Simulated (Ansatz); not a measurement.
# AlH5SSn: the cost of one run

Program: Ansatz 0.2.0, Gaussian basis. Level of theory: the settings change from run to run. These are calculated values, not measurements.

## 1. The relaxed structure

The structure was relaxed beforehand with PBE0-D4 in a triple-zeta def2 set. Sn takes a core potential in def2 sets; no spin-orbit term is included.

SMILES `[AlH2][S][SnH3]`, 8 atoms, charge 0, spin multiplicity 1.

Atoms are counted from 1 here; the program's logs count them from 0.

Bond lengths: Al1–S2 2.170 Å, Al1–H4 1.586 Å, Al1–H5 1.579 Å, S2–Sn3 2.412 Å, Sn3–H6 1.704 Å, Sn3–H7 1.703 Å, Sn3–H8 1.704 Å. Angles: S2–Al1–H4 118.5°, S2–Al1–H5 118.1°, H4–Al1–H5 123.5°, Al1–S2–Sn3 98.8°, S2–Sn3–H6 109.1°, S2–Sn3–H7 105.1°, S2–Sn3–H8 109.1°, H6–Sn3–H7 111.2°, H6–Sn3–H8 110.8°, H7–Sn3–H8 111.2°.

## 2. B3LYP/def2-mTZVP

Options: charge +1, multiplicity 2, finite nuclei, D4 dispersion, high accuracy.

The input, in.yaml:

```yaml
crystal:
  periodic: [false, false, false]
  atoms:
    - {symbol: Al, position_ang: [-0.966736, 1.148595, -1.255983]}
    - {symbol: S, position_ang: [-1.236179, 0.537409, 0.809002]}
    - {symbol: Sn, position_ang: [0.700907, -0.882466, 1.031138]}
    - {symbol: H, position_ang: [0.287083, 0.591864, -2.051121]}
    - {symbol: H, position_ang: [-2.033969, 2.127120, -1.886750]}
    - {symbol: H, position_ang: [0.593256, -2.155023, -0.097513]}
    - {symbol: H, position_ang: [0.641617, -1.469310, 2.628939]}
    - {symbol: H, position_ang: [2.106319, 0.044711, 0.766287]}
basis:
  gaussian: {orbitals: def2-mTZVP, nuclear_model: gaussian}
total_charge: 1
magnetization: {spin_polarized: true, initial_magnetization: 1}
hamiltonian: {xc: {name: B3LYP}, dispersion: d4}
accuracy: high
```

Started as:

```sh
$ ansatz run in.yaml --threads 2 --pin off --events-out ev --progress --plain --max-ram 4352MiB
```

**Question.** How long does this run take on 2 threads of Arm Neoverse V1, shared host, and how much memory does it need?

About 16 s, with a peak of 0.52 GiB.
